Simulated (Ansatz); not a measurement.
# BH₃OS₂: small, medium and large basis sets

One table from this session's results is given with a row withheld; the runs are named, their logs left out.

Program: Ansatz 0.2.0, Gaussian basis. Level of theory: one geometry, several basis sets. These are calculated values, not measurements.

Plan: PBE0-D4/def2-SVP; ωB97M-V/def2-SVP; PBE0-D4/def2-QZVPP; ωB97M-V/def2-QZVPP; CCSD(T)/cc-pV(D+d)Z; CCSD(T)/cc-pV(T+d)Z; CCSD(T)/cc-pV(Q+d)Z; the functionals' def2-TZVPP values are taken from earlier runs.

## The relaxed structure

An earlier PBE0-D4 in a triple-zeta def2 set relaxation fixed the geometry.

SMILES `OB(S)S`, 7 atoms, charge 0, spin multiplicity 1.

Atoms are counted from 1 here; the program's logs count them from 0.

Bond lengths: O1–B2 1.356 Å, O1–H5 0.959 Å, B2–S3 1.814 Å, B2–S4 1.821 Å, S3–H6 1.342 Å, S4–H7 1.344 Å. Angles: B2–O1–H5 115.1°, O1–B2–S3 115.7°, O1–B2–S4 125.4°, S3–B2–S4 118.9°, B2–S3–H6 96.4°, B2–S4–H7 97.8°.

The first run:

in.yaml

```yaml
crystal:
  periodic: [false, false, false]
  atoms:
    - {symbol: O, position_ang: [-1.258049, 0.682560, 0.409772]}
    - {symbol: B, position_ang: [-0.068186, 0.046217, 0.279308]}
    - {symbol: S, position_ang: [0.797376, -0.326933, 1.829121]}
    - {symbol: S, position_ang: [0.697586, -0.445168, -1.298028]}
    - {symbol: H, position_ang: [-1.708446, 0.874518, -0.414641]}
    - {symbol: H, position_ang: [1.861596, -0.919329, 1.266451]}
    - {symbol: H, position_ang: [-0.260676, 0.020136, -2.117684]}
basis:
  gaussian: {orbitals: def2-SVP}
hamiltonian: {xc: pbe0, dispersion: d4}
output: {orbitals: {seedname: orbitals}}
```

Started as:

```
> ansatz run in.yaml --threads 2 --pin off --events-out ev --progress --plain --max-ram 32768MiB --backend cpu
```

Steps of the session up to this table: PBE0-D4 in def2-SVP; ωB97M-V in def2-SVP; PBE0-D4 in def2-QZVPP; ωB97M-V in def2-QZVPP.

One of the session's tables, all rows but one given; the rest of the session is left out.

It belongs to the step «Density functionals: the series». 

```
functional       basis  HOMO (eV)  LUMO (eV)
   PBE0-D4    def2-SVP      -7.25       0.21
   PBE0-D4  def2-TZVPP      -7.43      -0.22
   PBE0-D4  def2-QZVPP      -7.47      -0.44
   ωB97M-V    def2-SVP      -9.36       2.10
   ωB97M-V  def2-TZVPP          ?          ?
   ωB97M-V  def2-QZVPP      -9.62       1.00
```

Q: Estimate the row for ωB97M-V, def2-TZVPP from the others.

The run gave: HOMO (eV): -9.57; LUMO (eV): 1.47. In the column «HOMO (eV)» it lies between ωB97M-V, def2-QZVPP (-9.62) and ωB97M-V, def2-SVP (-9.36).
